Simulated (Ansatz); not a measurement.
An input for Ansatz 0.2.0 (CsLiCr2Te2S3):

Contents of input.yaml:

```yaml
crystal:
  lattice:
    - [3.42162, -5.18069, 0.00784]
    - [3.42162, 5.18069, 0.00784]
    - [-2.90411, 0.0, 7.43093]
  atoms:
    - { symbol: Cs, position: [0.09374, 0.09374, 0.00853] }
    - { symbol: Li, position: [0.58875, 0.58875, 0.55336] }
    - { symbol: Cr, position: [0.05646, 0.46755, 0.5579], spin: 3.0 }
    - { symbol: Cr, position: [0.46755, 0.05646, 0.5579], spin: 3.0 }
    - { symbol: Te, position: [0.56486, 0.87357, 0.29035] }
    - { symbol: Te, position: [0.87357, 0.56486, 0.29035] }
    - { symbol: S, position: [0.81151, 0.39697, 0.73347] }
    - { symbol: S, position: [0.39697, 0.81151, 0.73347] }
    - { symbol: S, position: [0.21404, 0.21404, 0.48371] }
hamiltonian:
  xc:
    exchange: r2scan
    correlation: r2scan
    exx: { coeff: inverse_dielectric }
  pseudopotentials: { kind: paw }
magnetization:
  spin_polarized: true
kpoints:
  mp_grid: { grid: [2, 2, 2] }
scf:
  occupations: { method: fermi_dirac, width: 0.05 }
output:
  forces: true
  stress: true
  eigenvalues: true
```

Potentials or basis: Ansatz PAW.

Command:

```bash
$ ansatz run input.yaml --threads 8 --pin off --max-ram 20480MiB --backend cpu --events-out ev --progress --plain --runs-dir out
```

Does this run start?

The run stopped without a result. It printed:

Output:

```text
Warning: output.stress: scf.convergence.dr2_threshold = 1e-7 eV (the SCF's general default) is looser than the 9e-10 eV advised for a printed stress (1e-10 eV for each atom of the cell: 9). What an SCF threshold leaves in a stress goes as its square root, and in the free energy as the threshold itself, and one threshold admits the most on a small cell: of the crystals measured, under no hybrid functional and no lock of the moments, on runs that ended without the residual-converged pass, on stresses that held no estimate of that error, the worst erred by over 100 MPa in a component at 1e-7 eV an atom and by under 5 at 1e-10. Set scf.convergence.dr2_threshold to 9e-10 eV or tighter. The threshold is an SCF's pass mark: one that does not reach it within its budget of iterations ends unconverged, or closes short of it on a stop that the run arms, and scf.convergence.dr2_threshold's page says what that costs each kind of run
Warning: output.stress: scf.exx.energy_threshold = 1e-6 eV is looser than the 9e-8 eV advised for a stress under a hybrid functional (1e-8 eV for each atom of the cell: 9). Every SCF of the exchange loop can meet its threshold on dr2 while the loop round them stops early: no threshold on dr2 bounds what that leaves in the stress. Set scf.exx.energy_threshold to 9e-8 eV or tighter. The threshold is the loop's pass mark: a loop that does not reach it within its budget of cycles ends unconverged, and scf.exx.energy_threshold's page has the law
Error: inconsistent input (hamiltonian.xc.exx): inverse_dielectric: the cell's S atoms are not all equivalent, so it may hold a defect, which takes its host's fraction: type that crystal under crystal.host (beside crystal.checkpoint the word checkpoint takes a saved host) or, if the cell holds no defect, crystal.host: (host) for its own fraction
```
